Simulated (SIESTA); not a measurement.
Input of a SIESTA 5.4.2 run:

Contents of NbRh.fdf:

```
SystemName                      NbRh
SystemLabel                     NbRh
NumberOfSpecies                 2
NumberOfAtoms                   12
%block ChemicalSpeciesLabel
  1  45 Rh
  2  41 Nb
%endblock ChemicalSpeciesLabel

LatticeConstant                 1.0 Ang
%block LatticeVectors
    13.7347716500     0.0000000000     0.0000000000
     0.0000000000     2.8586202800     0.0000000000
     0.0000000000     0.0000000000     4.8399548700
%endblock LatticeVectors
AtomicCoordinatesFormat         Fractional
%block AtomicCoordinatesAndAtomicSpecies
     0.0827856500     0.5000000000     0.1706237800  1  Rh
     0.9172143500     0.5000000000     0.8293762200  1  Rh
     0.4172143500     0.5000000000     0.1706237800  1  Rh
     0.5827856500     0.5000000000     0.8293762200  1  Rh
     0.7500000000     0.5000000000     0.4663812700  1  Rh
     0.2500000000     0.5000000000     0.5336187300  1  Rh
     0.0845070700     0.0000000000     0.6689842700  2  Nb
     0.9154929300     0.0000000000     0.3310157300  2  Nb
     0.4154929300     0.0000000000     0.6689842700  2  Nb
     0.5845070700     0.0000000000     0.3310157300  2  Nb
     0.7500000000     0.0000000000     0.9539458800  2  Nb
     0.2500000000     0.0000000000     0.0460541200  2  Nb
%endblock AtomicCoordinatesAndAtomicSpecies

%block kgrid.MonkhorstPack
    2   0   0  0.0
    0   9   0  0.0
    0   0   6  0.0
%endblock kgrid.MonkhorstPack
XC.Functional                   GGA
XC.Authors                      PBEsol
PAO.BasisSize                   DZP
PAO.EnergyShift                 0.003 Ry
Mesh.Cutoff                     800 Ry
OccupationFunction              FD
ElectronicTemperature           0.05 eV
MaxSCFIterations                120
SCF.MustConverge                false
SCF.Mixer.Method                Pulay
SCF.Mixer.Weight                0.25
SCF.Mixer.History               8
SCF.DM.Tolerance                5.0e-05
SCF.H.Tolerance                 1.0e-03 eV
WriteForces                     true
Charge.Mulliken                 end
BandLinesScale                  ReciprocalLatticeVectors
%block BandLines
    1    0.000000   0.000000   0.000000  \Gamma
   11    0.000000   0.500000   0.000000  X
    7    0.000000   0.500000   0.500000  S
   11    0.000000   0.000000   0.500000  Y
    7    0.000000   0.000000   0.000000  \Gamma
    2    0.500000   0.000000   0.000000  Z
   11    0.500000   0.500000   0.000000  U
    7    0.500000   0.500000   0.500000  R
   11    0.500000   0.000000   0.500000  T
    7    0.500000   0.000000   0.000000  Z
    1    0.000000   0.000000   0.500000  Y
    2    0.500000   0.000000   0.500000  T
    1    0.500000   0.500000   0.000000  U
    2    0.000000   0.500000   0.000000  X
    1    0.000000   0.500000   0.500000  S
    2    0.500000   0.500000   0.500000  R
%endblock BandLines
%block PAO.Basis
  Rh 5
  n=4 0 2
    2.902 0.000
  n=5 0 2
    8.361 0.000
  n=4 1 2
    3.313 0.000
  n=5 1 1
    8.361
  n=4 2 2
    5.613 0.000
  Nb 5
  n=4 0 2
    3.366 0.000
  n=5 0 2
    9.113 0.000
  n=4 1 2
    3.905 0.000
  n=5 1 1
    9.113
  n=4 2 2
    7.312 0.000
%endblock PAO.Basis
```

Potentials or basis: PseudoDojo 0.4 standard (PBEsol files), DZP (energy shift 0.003 Ry; two zetas on semicore shells).

The run is started by

```console
$ siesta NbRh.fdf > NbRh.out 2>&1
```

(1) Estimate the band gap on the k mesh.

(2) Predict the largest force.

(3) Predict the pressure.

Answers

(1) none (metal or under the smearing width).

(2) 0.082 eV/Å.

(3) -4.8 GPa.

Caveat: the basis of atomic orbitals isn't converged, which shifts pressures, moduli and gaps.
